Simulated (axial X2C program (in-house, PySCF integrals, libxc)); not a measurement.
# TeSi: bond curves with and without spin–orbit coupling

Aim: find the lowest determinant of TeSi, scan the bond at several levels and fit the constants, once spin-free and once with spin–orbit coupling.

Program: an in-house X2C program for linear molecules on PySCF integrals. Level of theory: all-electron X2C, Te dyall-cv3z, Si dyall-v3z. These are calculated values, not measurements.

### Step 1. The job

File task.json:

```json
{"zs": [52, 14], "q": 0, "bas": ["dyall-cv3z", "dyall-v3z"], "levels": ["PBE0", "HF", "B3LYP"], "cc": true, "r0": 2.35, "thr": -1.0, "nmax": 90, "npts": 10, "nst": 2, "ntry": 6}
```

Keys: zs atomic numbers; q charge; bas basis sets; levels methods (HF also brings MP2); cc coupled cluster on or off; r0 starting distance in Å; thr threshold in hartree for freezing inner shells (an s shell follows its p shell); nmax most natural virtual spinors; npts points asked for on the curve; nst determinants followed; ntry starts of the search.

Run with:

```bash
python so2c.py task.json out
```

Spin-free means the one-electron spin-free X2C Hamiltonian; two-component (2c) means X2C with spin–orbit coupling and atomic mean-field two-electron Coulomb and Gaunt terms. Basis: Te dyall-cv3z contracted to [11s12p8d4f1g], Si dyall-v3z contracted to [8s7p2d1f]; Gaussian nuclei, density fitting. Masses: Te 129.906 u, Si 27.977 u.

Notation: σ, π±, δ± give the projection m of an orbital's angular momentum (0, ±1, ±2), α and β its spin, Λ and M_S the sums; ω is the projection of a spinor's total angular momentum and Ω the sum. Logs are in hartree.

The results follow Hamiltonian by Hamiltonian and level by level.

### Step 2. Which state to follow

PBE0 moves the distance from 2.350 Å to 2.279 Å and compares determinants there.

Spin-free determinants:

```json
{"ΔE (eV)": "0.00", "state": "M_S = 0, Λ = 0", "open shells": "closed shell"}
{"ΔE (eV)": "2.56", "state": "M_S = 1, Λ = 1", "open shells": "beyond closed shells: σα, π+α"}
{"ΔE (eV)": "2.66", "state": "M_S = 1, Λ = 2", "open shells": "beyond closed shells: 2 × π+α, π+β, π-α"}
{"ΔE (eV)": "2.66", "state": "M_S = 1, Λ = 0", "open shells": "beyond closed shells: π+α, π+β, 2 × π-α"}
{"ΔE (eV)": "2.89", "state": "M_S = 0, Λ = 2", "open shells": "beyond closed shells: π+α, 2 × π+β, π-α"}
{"ΔE (eV)": "2.91", "state": "M_S = 0, Λ = 1", "open shells": "beyond closed shells: σα, π+β"}
```

Two-component determinants:

| ΔE (eV) | state | open shells |
| --- | --- | --- |
| 0.00 | Ω = 0 | closed shell |
| 2.40 | Ω = 1 | excess of +ω over −ω: ω = -1/2, ω = 3/2 |
| 2.53 | Ω = 3 | excess of +ω over −ω: 2 × ω = 3/2 |
| 2.59 | Ω = 2 | excess of +ω over −ω: ω = 1/2, ω = 3/2 |
| 2.61 | Ω = 1 | excess of +ω over −ω: 2 × ω = 1/2 |
| 2.64 | Ω = 2 | excess of +ω over −ω: ω = 1/2, ω = 3/2 |
| 2.75 | Ω = 1 | excess of +ω over −ω: ω = -1/2, ω = 3/2 |

### Step 3. PBE0, spin-free

State followed: M_S = 0, Λ = 0 (closed shell). The scan is laid around 2.279 Å, a first estimate of the minimum, and this SCF restarts from the orbitals of the search.

The SCF at the reference distance of 2.279 Å:

```text
spin-free X2C-1e  PBE0
basis functions 170  fitting functions 929  grid points 5080
iter        total energy     max residual
   1      -7083.478324581     3.38e-06
   2      -7083.478324578     8.38e-06
   3      -7083.478324582     7.94e-07
   4      -7083.478324582     1.76e-07
converged
one-electron -10061.67059080  Coulomb 3007.30351158  exact exchange -48.78584778  xc functional -149.36489277  nuclear repulsion 169.03949520
```

Along the bond, energies from the lowest point:

```csv
R (Å),E (eV),μ (D),HOMO (eV),LUMO (eV),iterations
1.983,1.3020,-0.26,-7.09,-2.01,11
2.074,0.5385,0.06,-7.21,-2.21,10
2.142,0.2112,0.31,-7.29,-2.36,10
2.211,0.0438,0.56,-7.35,-2.50,10
2.279,0.0000,0.82,-7.26,-2.64,4
2.359,0.0678,1.11,-7.10,-2.80,11
2.438,0.2302,1.40,-6.95,-2.95,11
2.541,0.5350,1.76,-6.78,-3.13,11
2.666,0.9982,2.18,-6.60,-3.34,11
2.849,1.7519,2.74,-6.39,-3.61,12
```

Dipoles are positive if Si is the positive end.

Outer orbitals at the reference distance:

```csv
symmetry,occupied,ε (eV),atomic character
σα,yes,-17.58,"65% Te s, 18% Si s, 11% Si p"
σα,yes,-12.06,"50% Si s, 28% Te p, 15% Te s"
σα,yes,-7.39,"43% Si p, 38% Te p, 14% Si s"
π+α,yes,-7.26,"69% Te p, 26% Si p, 4% Si d"
π-α,yes,-7.26,"69% Te p, 26% Si p, 4% Si d"
π-α,no,-2.64,"66% Si p, 23% Te p, 7% Te d"
π+α,no,-2.64,"66% Si p, 23% Te p, 7% Te d"
σα,no,0.36,"37% Si p, 21% Te p, 18% Si d"
σα,no,2.00,"41% Si s, 18% Te d, 18% Te s"
```

PBE0 fields in the half plane through the axis: z from -2.4 to 4.5 Å across, distance from the axis 0.15 to 2.25 Å upwards; Te lies at z = 0 and Si at z = 2.279 Å; the ELF is damped to zero where the density is low.

log10 density (e/bohr³). Ten even steps from '0' (-4.26 ) to '9' (1.83 ):
```
000112222222222221111000
001122233333222222221110
011223333333333333322211
112233444444433333333221
122334455544444444433221
123344556555444444443322
123445677765555665544322
223445689865556886544332
```

ELF. Ten even steps from ' ' (0.00 ) to '@' (0.99 ):
```
        ..::----====----::....  ......          
      ..--==++++++++++++==--::::::------::..    
    ..--++****######****++==----==**####**++::  
  ..--++**##############**++==++**%%%%@@%%%%++..
  ::==**######++==++**####**++++##@@@@@@@@@@%%==
..--++##%%##==::::::--**####==....**@@@@@@@@@@##
..==**####==::**##**::==##**  --==  ##@@@@@@@@%%
::==**####--==++##++==--##==::%%##==::@@@@@@@@%%
```

Re = 2.273 Å, ωe = 495 cm⁻¹, ωexe = 1.13 cm⁻¹, Be = 0.1417 cm⁻¹, De = 4.59 eV, μ = 0.80 D.

### Step 4. HF, spin-free

The SCF at the reference distance of 2.279 Å:

```text
spin-free X2C-1e  HF
basis functions 170  fitting functions 929  grid points 5080
iter        total energy     max residual
   1      -7080.470975147     2.39e-01
   2      -7080.495795522     4.52e-03
   3      -7080.496703566     3.44e-03
   4      -7080.496933125     2.18e-03
   5      -7080.497012573     4.80e-04
   6      -7080.497027156     2.42e-04
   7      -7080.497033200     6.77e-05
   8      -7080.497033995     3.81e-05
   9      -7080.497034071     7.14e-06
  10      -7080.497034073     1.28e-06
  11      -7080.497034073     1.93e-07
converged
one-electron -10060.50102879  Coulomb 3006.18197228  exact exchange -195.21747276  xc functional 0.00000000  nuclear repulsion 169.03949520
```

Re = 2.257 Å, ωe = 525 cm⁻¹, ωexe = 1.08 cm⁻¹, Be = 0.1438 cm⁻¹, De = 2.35 eV, μ = 1.43 D.

### Step 5. B3LYP, spin-free

The SCF at the reference distance of 2.279 Å:

```text
spin-free X2C-1e  B3LYP
basis functions 170  fitting functions 929  grid points 5080
iter        total energy     max residual
   1      -7084.045392160     6.59e-02
   2      -7084.047250860     2.17e-03
   3      -7084.047236227     1.26e-03
   4      -7084.047222057     1.08e-03
   5      -7084.047276653     4.85e-04
   6      -7084.047278911     4.45e-05
   7      -7084.047278925     1.03e-05
   8      -7084.047278928     3.06e-06
   9      -7084.047278929     2.67e-07
converged
one-electron -10061.73107471  Coulomb 3007.35753092  exact exchange -39.02509073  xc functional -159.68813960  nuclear repulsion 169.03949520
```

Re = 2.290 Å, ωe = 477 cm⁻¹, ωexe = 1.17 cm⁻¹, Be = 0.1397 cm⁻¹, De = 4.56 eV, μ = 0.91 D.

### Step 6. MP2 and beyond, spin-free

Correlated methods: 10 electrons correlated (frozen shells, counted by type: Te 4 s, 3 p, 2 d; Si 2 s, 1 p), 218 virtual spinors in MP2, 88 natural virtuals in coupled cluster.

Output of the correlated part at 2.279 Å:

```text
correlated 10  virtual 218  natural virtual 88  E(MP2) -0.226281768  MP2 remainder -0.006117902
iter   CCSD correlation   residual
   1     -0.228715986   1.66e-01
   2     -0.237303440   7.59e-02
   3     -0.240634142   3.32e-02
   4     -0.240753923   1.05e-02
   5     -0.240826947   4.11e-03
   6     -0.240823501   1.35e-03
   7     -0.240826384   3.44e-04
   8     -0.240829250   1.09e-04
   9     -0.240828218   3.43e-05
  10     -0.240828478   1.08e-05
  11     -0.240828252   3.60e-06
  12     -0.240828244   1.23e-06
(T) -0.016405792  T1 0.0406  D1 0.0601  max T2 0.080
```

T1 in the output is the amplitude norm over the root of the electron number; divide by √2 for the Lee–Taylor value.

MP2: Re = 2.290 Å, ωe = 489 cm⁻¹, Be = 0.1396 cm⁻¹, De = 4.57 eV.

CCSD: Re = 2.282 Å, ωe = 498 cm⁻¹, ωexe = 1.12 cm⁻¹, Be = 0.1406 cm⁻¹, De = 4.17 eV. T1 at Re = 0.029 (Lee–Taylor, the printed value over √2).

CCSD(T): Re = 2.299 Å, ωe = 476 cm⁻¹, ωexe = 1.27 cm⁻¹, Be = 0.1386 cm⁻¹, De = 4.47 eV. T1 at Re = 0.030 (Lee–Taylor, the printed value over √2).

### Step 7. The spin-free curves together

Energy (eV) of the followed determinant, spin-free, from each level's lowest point:

```csv
R (Å),PBE0,HF,MP2,CCSD,CCSD(T),B3LYP
1.983,1.302,1.255,1.450,n/a,n/a,1.390
2.074,0.539,0.490,0.629,0.599,0.658,0.602
2.142,0.211,0.172,0.267,0.246,0.287,0.254
2.211,0.044,0.021,0.069,0.058,0.080,0.066
2.279,0.000,0.000,0.000,0.000,0.000,0.000
2.359,0.068,0.101,0.043,0.056,0.028,0.041
2.438,0.230,0.302,0.184,0.211,0.152,0.176
2.541,0.535,0.663,0.470,0.512,0.408,0.444
2.666,0.998,1.198,0.925,n/a,n/a,0.861
2.849,1.752,2.052,1.729,n/a,n/a,1.548
```

### Step 8. PBE0, 2c

State followed: Ω = 0 (closed shell). The scan is laid around 2.279 Å, a first estimate of the minimum, and this SCF restarts from the orbitals of the search.

The SCF at the reference distance of 2.279 Å:

```text
two-component X2C + atomic mean field  PBE0
basis functions 170  fitting functions 929  grid points 5080
iter        total energy     max residual
   1      -7080.589368830     4.70e-06
   2      -7080.589368831     4.77e-06
converged
one-electron -10053.20942358  Coulomb 3005.70471221  exact exchange -48.75811446  xc functional -149.28453864  nuclear repulsion 169.03949520  atomic mean-field constant -4.08149955
```

Along the bond, energies from the lowest point:

```csv
R (Å),E (eV),μ (D),HOMO (eV),LUMO (eV),iterations
1.983,1.3182,-0.29,-7.04,-2.07,11
2.074,0.5502,0.02,-7.15,-2.27,10
2.142,0.2192,0.27,-7.20,-2.41,10
2.211,0.0480,0.52,-7.21,-2.55,10
2.279,0.0000,0.77,-7.07,-2.69,2
2.359,0.0626,1.05,-6.90,-2.84,11
2.438,0.2192,1.33,-6.76,-2.99,11
2.541,0.5157,1.68,-6.59,-3.16,11
2.666,0.9668,2.07,-6.40,-3.35,12
2.849,1.6980,2.56,-6.18,-3.59,13
```

Dipoles are positive if Si is the positive end.

Outer spinors at the reference distance:

```
  ω  occupied  ε (eV)              atomic character     λ mixture
1/2       yes  -17.58  65% Te s, 18% Si s, 11% Si p        100% σ
1/2       yes  -12.05  50% Si s, 28% Te p, 15% Te s        100% σ
1/2       yes   -7.67   59% Te p, 29% Si p, 7% Si s  57% π, 43% σ
1/2       yes   -7.19   50% Te p, 37% Si p, 7% Si s  57% σ, 43% π
3/2       yes   -7.07   66% Te p, 29% Si p, 4% Si d        100% π
1/2        no   -2.69   69% Si p, 20% Te p, 7% Te d        100% π
3/2        no   -2.56   62% Si p, 26% Te p, 7% Te d        100% π
1/2        no    0.37  37% Si p, 21% Te p, 18% Si d        100% σ
1/2        no    2.01  41% Si s, 18% Te d, 18% Te s        100% σ
```

PBE0 fields in the half plane through the axis: z from -2.4 to 4.5 Å across, distance from the axis 0.15 to 2.25 Å upwards; Te lies at z = 0 and Si at z = 2.279 Å; the ELF is damped to zero where the density is low.

log10 density (e/bohr³). Ten even steps from '0' (-4.26 ) to '9' (1.83 ):
```
000112222222222221111000
001122233333222222221110
011223333333333333322211
112233444444433333333221
122334455544444444433221
123344556555444444443322
123445677765555665544322
223445689865556886544332
```

ELF. Ten even steps from ' ' (0.00 ) to '@' (0.99 ):
```
        ..::------==----::............          
      ..--==++++++++++++==--::::::------::..    
    ..--++****######****++==----==**####**==::  
  ..--++**##############**++++++**%%%%@@%%%%++..
  ::==**######++==++**####**++++##@@@@@@@@@@%%==
..--++##%%##==::::::--**####==....**@@@@@@@@@@##
..==**####==::**##**::==##**  --==  ##@@@@@@@@%%
::==**####--==++##++==--##==::%%##==::@@@@@@@@%%
```

Re = 2.276 Å, ωe = 492 cm⁻¹, ωexe = 1.16 cm⁻¹, Be = 0.1413 cm⁻¹, De = 4.34 eV, μ = 0.76 D.

### Step 9. HF, 2c

Output at 2.279 Å:

```text
two-component X2C + atomic mean field  HF
basis functions 170  fitting functions 929  grid points 5080
iter        total energy     max residual
   1      -7077.579173557     2.71e-01
   2      -7077.603926287     4.55e-03
   3      -7077.604828769     3.34e-03
   4      -7077.605048974     2.14e-03
   5      -7077.605126765     4.62e-04
   6      -7077.605141997     2.30e-04
   7      -7077.605148834     8.93e-05
   8      -7077.605150040     3.63e-05
   9      -7077.605150297     1.99e-05
  10      -7077.605150371     1.38e-05
  11      -7077.605150431     5.14e-06
  12      -7077.605150438     6.01e-07
  13      -7077.605150438     1.95e-07
converged
one-electron -10052.03208650  Coulomb 3004.57512801  exact exchange -195.10618759  xc functional 0.00000000  nuclear repulsion 169.03949520  atomic mean-field constant -4.08149955
```

Re = 2.260 Å, ωe = 520 cm⁻¹, ωexe = 1.13 cm⁻¹, Be = 0.1433 cm⁻¹, De = 2.12 eV, μ = 1.37 D.

### Step 10. B3LYP, 2c

The SCF at the reference distance of 2.279 Å:

```text
two-component X2C + atomic mean field  B3LYP
basis functions 170  fitting functions 929  grid points 5080
iter        total energy     max residual
   1      -7081.156999573     6.59e-02
   2      -7081.158858575     2.21e-03
   3      -7081.158845812     1.26e-03
   4      -7081.158833392     1.08e-03
   5      -7081.158884127     4.87e-04
   6      -7081.158886538     4.50e-05
   7      -7081.158886552     1.02e-05
   8      -7081.158886555     3.21e-06
   9      -7081.158886556     2.69e-07
converged
one-electron -10053.27013970  Coulomb 3005.75900879  exact exchange -39.00291942  xc functional -159.60283187  nuclear repulsion 169.03949520  atomic mean-field constant -4.08149955
```

Re = 2.293 Å, ωe = 473 cm⁻¹, ωexe = 1.2 cm⁻¹, Be = 0.1393 cm⁻¹, De = 4.24 eV, μ = 0.87 D.

### Step 11. MP2 and beyond, 2c

Correlated methods: 10 electrons correlated (frozen shells, counted by type: Te 4 s, 3 p, 2 d; Si 2 s, 1 p), 218 virtual spinors in MP2, 90 natural virtuals in coupled cluster.

Output of the correlated part at 2.279 Å:

```text
correlated 10  virtual 218  natural virtual 90  E(MP2) -0.225242743  MP2 remainder -0.005767913
iter   CCSD correlation   residual
   1     -0.228358308   1.63e-01
   2     -0.236856070   7.41e-02
   3     -0.240102560   3.26e-02
   4     -0.240222871   1.03e-02
   5     -0.240295803   4.07e-03
   6     -0.240292901   1.40e-03
   7     -0.240296147   4.19e-04
   8     -0.240299565   1.81e-04
   9     -0.240297987   9.40e-05
  10     -0.240298724   4.98e-05
  11     -0.240298036   2.12e-05
  12     -0.240298237   9.08e-06
  13     -0.240298246   4.05e-06
(T) -0.016219546  T1 0.0398  D1 0.0648  max T2 0.085
```

MP2: Re = 2.291 Å, ωe = 487 cm⁻¹, Be = 0.1395 cm⁻¹, De = 4.29 eV.

CCSD: Re = 2.285 Å, ωe = 494 cm⁻¹, ωexe = 1.18 cm⁻¹, Be = 0.1403 cm⁻¹, De = 3.89 eV. T1 at Re = 0.028 (Lee–Taylor, the printed value over √2).

CCSD(T): Re = 2.301 Å, ωe = 474 cm⁻¹, ωexe = 1.26 cm⁻¹, Be = 0.1383 cm⁻¹, De = 4.18 eV. T1 at Re = 0.029 (Lee–Taylor, the printed value over √2).

### Step 12. A higher determinant, 2c

State: Ω = 1 (excess of +ω over −ω: ω = -1/2, ω = 3/2).

Output at the reference distance:

```text
two-component X2C + atomic mean field  PBE0
basis functions 170  fitting functions 929  grid points 5080
iter        total energy     max residual
   1      -7080.501003940     6.42e-06
   2      -7080.501003941     5.38e-06
converged
one-electron -10052.08431305  Coulomb 3004.69915431  exact exchange -48.77248281  xc functional -149.30135804  nuclear repulsion 169.03949520  atomic mean-field constant -4.08149955
```

```csv
R (Å),E above the lowest PBE0 point (eV)
1.983,5.023
2.074,3.827
2.142,3.192
2.211,2.730
2.279,2.405
2.359,2.161
2.438,2.029
2.541,1.982
2.666,2.052
```

No constants are quoted: too few points lie around the minimum for a second fit to confirm the first.

### Step 13. The 2c curves together

Energy (eV) of the followed determinant, 2c, from each level's lowest point:

```csv
R (Å),PBE0,HF,MP2,CCSD,CCSD(T),B3LYP
1.983,1.318,1.276,1.459,n/a,n/a,1.406
2.074,0.550,0.505,0.636,0.610,0.667,0.613
2.142,0.219,0.182,0.271,0.254,0.293,0.262
2.211,0.048,0.027,0.071,0.063,0.083,0.070
2.279,0.000,0.000,0.000,0.000,0.000,0.000
2.359,0.063,0.094,0.040,0.051,0.025,0.036
2.438,0.219,0.286,0.180,0.199,0.145,0.165
2.541,0.516,0.634,0.461,0.490,0.397,0.424
2.666,0.967,1.150,0.903,n/a,n/a,0.829
2.849,1.698,1.974,1.656,n/a,n/a,1.494
```

Time for the job: 2.4 min (1 thread of Arm Neoverse N1, shared host).

### Step 14. Results

Lowest determinant that the search found at its distance, spin-free: M_S = 0, Λ = 0 (closed shell).

Lowest determinant that the search found at its distance, 2c: Ω = 0 (closed shell).

| Hamiltonian | level | Re (Å) | ωe (cm⁻¹) | De (eV) | μ (D) |
| --- | --- | --- | --- | --- | --- |
| spin-free | PBE0 | 2.273 | 495 | 4.59 | 0.80 |
| spin-free | HF | 2.257 | 525 | 2.35 | 1.43 |
| spin-free | MP2 | 2.290 | 489 | 4.57 | n/a |
| spin-free | CCSD | 2.282 | 498 | 4.17 | n/a |
| spin-free | CCSD(T) | 2.299 | 476 | 4.47 | n/a |
| spin-free | B3LYP | 2.290 | 477 | 4.56 | 0.91 |
| 2c | PBE0 | 2.276 | 492 | 4.34 | 0.76 |
| 2c | HF | 2.260 | 520 | 2.12 | 1.37 |
| 2c | MP2 | 2.291 | 487 | 4.29 | n/a |
| 2c | CCSD | 2.285 | 494 | 3.89 | n/a |
| 2c | CCSD(T) | 2.301 | 474 | 4.18 | n/a |
| 2c | B3LYP | 2.293 | 473 | 4.24 | 0.87 |

Dipoles are positive if Si is the positive end.

Time per point (s) on 1 thread of Arm Neoverse N1, shared host (2c runs; CCSD comes with the CCSD(T) run); the times are rough: PBE0 0.53, HF 0.45, MP2 0.64, CCSD(T) 5.1, B3LYP 0.59.

At CCSD(T), going from spin-free to two-component changes Re by +2 mÅ, ωe by -0.4 %, which is small (part of it comes from the scalar share of the two-electron terms). De moves by -0.29 eV; both De rest on single-determinant atoms, which can miss part of an open shell's spin–orbit lowering.

De refers to Te + Si, each in the lowest determinant found, which need not be this curve's own limit. The state is a single determinant with fixed occupations, the lowest that a limited PBE0 search found. The closed shell is kept restricted; where the fragments are open shells, the energy then runs too high at long range. Dissociation energies refer to the lowest single-determinant-based atoms at the same level and basis. Coupled cluster ran in a truncated set of natural virtual spinors; the MP2 energy of the rest was added. With the outer-core shells frozen, correlated bond lengths of heavy atoms tend to come out a few hundredths of an ångström too long. T1 at Re is 0.030 (Lee–Taylor), above the customary mark of 0.02.
